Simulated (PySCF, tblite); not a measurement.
# C₄H₆Cl₃ radical: geometry, infrared bands and EPR parameters

Wanted: the infrared bands and EPR parameters of C₄H₆Cl₃ radical (`CC[CH]C(Cl)(Cl)Cl`), by calculation.

Programs: tblite 0.8.0 and PySCF 2.14.0, with density-fitted response routines of our own. Each step states its level of theory. These are calculated values for one molecule in the gas phase, unless marked as measured. Atoms count from 0, in the outputs and in this text.

### 1 The starting structure

13 atoms, charge 0, multiplicity 2; geometry from: force field or distance geometry start.

Bonds of the start (Å): C0–C1 1.51, C1–C2 1.50, C2–C3 1.48, C3–Cl4 1.77, C3–Cl5 1.78, C3–Cl6 1.78, C0–H7 1.09, C0–H8 1.10, C0–H9 1.09, C1–H10 1.10, C1–H11 1.10, C2–H12 1.09.

### 2 Optimising the geometry with GFN2-xTB

The job: settings as JSON, then the geometry in Å.

```
{"job": {"kind": "relax", "xc": "GFN2-xTB", "basis": "xTB"}, "charge": 0, "multiplicity": 2}
C     -1.902500    -0.103700    -0.230000
C     -0.498500    -0.648000    -0.240300
C      0.484400     0.328000    -0.806000
C      1.882200     0.445600    -0.331300
Cl     2.785800     1.565900    -1.366600
Cl     1.892300     1.076100     1.337600
Cl     2.684400    -1.148100    -0.379400
H     -2.595900    -0.831100     0.200200
H     -1.973400     0.810400     0.371200
H     -2.252800     0.129800    -1.240600
H     -0.220700    -0.918800     0.793900
H     -0.469100    -1.575400    -0.823400
H      0.179500     0.869900    -1.696100
```

Run with:

```
> OMP_NUM_THREADS=1 python probes_run.py task.json out
```

This one command runs all jobs of the session in turn.

**Question.** This job is followed by: GFN2-xTB harmonic vibrations, gas phase; UKS B3LYP, pcH-1 on C Cl H, non-relativistic, mean-field spin-orbit, GIAO. What will the session give for the following? strongest single infrared mode (GFN2-xTB); zero-point energy (GFN2-xTB); g(iso) (B3LYP); ⟨S²⟩; largest a(iso) (averaged by class); potential on the surface of density 0.002 e/bohr³, 1st and 99th percentile.

The runs gave:

```
                                                                  quantity                     value
                                 strongest single infrared mode (GFN2-xTB)       546 cm⁻¹, 31 km/mol
                                              zero-point energy (GFN2-xTB)             54.5 kcal/mol
                                                            g(iso) (B3LYP)                   2.00312
                                                                      ⟨S²⟩        0.755 (exact 0.75)
                                        largest a(iso) (averaged by class)  1H on H10, H11, 90.1 MHz
potential on the surface of density 0.002 e/bohr³, 1st and 99th percentile        -0.73 V and 1.19 V
```

In words: Over 72 steps the energy fell by 0.107 eV; of the close pairs, C3–Cl5 changed most, 1.784 to 1.918 Å. All 33 modes are real, so the xTB geometry is a minimum. The strongest single mode, at 546 cm⁻¹, has its largest shares on C2, H12 and C3 (the list is cut at 3 atoms). GFN2-xTB is a fitted tight-binding method: band positions and strengths are rough. Its intensities can rank the bands wrongly. C2 carries the largest spin population, 0.89 e. The isotropic g lies 0.8 ppt above the free-electron value. These values are for one conformer; the search (at its own cheap level) found 2 more, at 0.00, 0.42 kcal/mol (those within 0.05 may be mirror or relabelled copies), and measured spectra average over such forms.
